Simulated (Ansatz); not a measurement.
# BiAu2: the cost of one run

Program: Ansatz 0.2.0. Level of theory: DFT LDA, scalar-relativistic, plane waves, PAW. These are calculated values, not measurements.

## 1. Starting point

It takes space group Fd-3m (No. 227, cubic). Conventional cell: a = 7.942 Å, b = 7.942 Å, c = 7.942 Å, α = 90.00°, β = 90.00°, γ = 90.00°. Bi (site symmetry -43m) is surrounded by 12 Au at 3.29 Å and 4 Bi at 3.44 Å. Au (site symmetry -3m) has 6 Au at 2.81 Å as nearest neighbours.

As a file:

```
Bi Au
1.0
     0.00000    3.97100    3.97100
     3.97100    0.00000    3.97100
     3.97100    3.97100    0.00000
Bi Au
2 4
Direct
  0.00000 0.00000 0.00000
  0.25000 0.25000 0.25000
  0.62500 0.62500 0.62500
  0.12500 0.62500 0.62500
  0.62500 0.62500 0.12500
  0.62500 0.12500 0.62500
```

Source of the structure: the Crystallography Open Database.

(A quick probe on a coarse mesh, which set the mesh and smearing, is not shown.)

## 3. Relaxing cell and atoms

input.yaml

```yaml
crystal:
  lattice:
    - [0.0, 3.971, 3.971]
    - [3.971, 0.0, 3.971]
    - [3.971, 3.971, 0.0]
  atoms:
    - { symbol: Bi, position: [0.0, 0.0, 0.0] }
    - { symbol: Bi, position: [0.25, 0.25, 0.25] }
    - { symbol: Au, position: [0.625, 0.625, 0.625] }
    - { symbol: Au, position: [0.125, 0.625, 0.625] }
    - { symbol: Au, position: [0.625, 0.625, 0.125] }
    - { symbol: Au, position: [0.625, 0.125, 0.625] }
basis:
  ecutwfc: 420
kpoints:
  mp_grid: { grid: [8, 8, 8] }
hamiltonian:
  xc: lda
scf:
  occupations: { method: gaussian, width: 0.1 }
output:
  forces: true
  stress: true
  eigenvalues: true
relax:
  adjacent_minimum: "off"
  f_tol: 0.005
  max_steps: 80
  cell: { stress_tol: 0.05 }
```

Command:

```console
> ansatz run input.yaml --threads 2 --pin off --max-ram 6144MiB --backend cpu --events-out ev --progress --plain --runs-dir out
```

What time and memory should one allow on 2 threads of Arm Neoverse V1, shared host?

About 37 s, with a peak of 0.52 GiB.
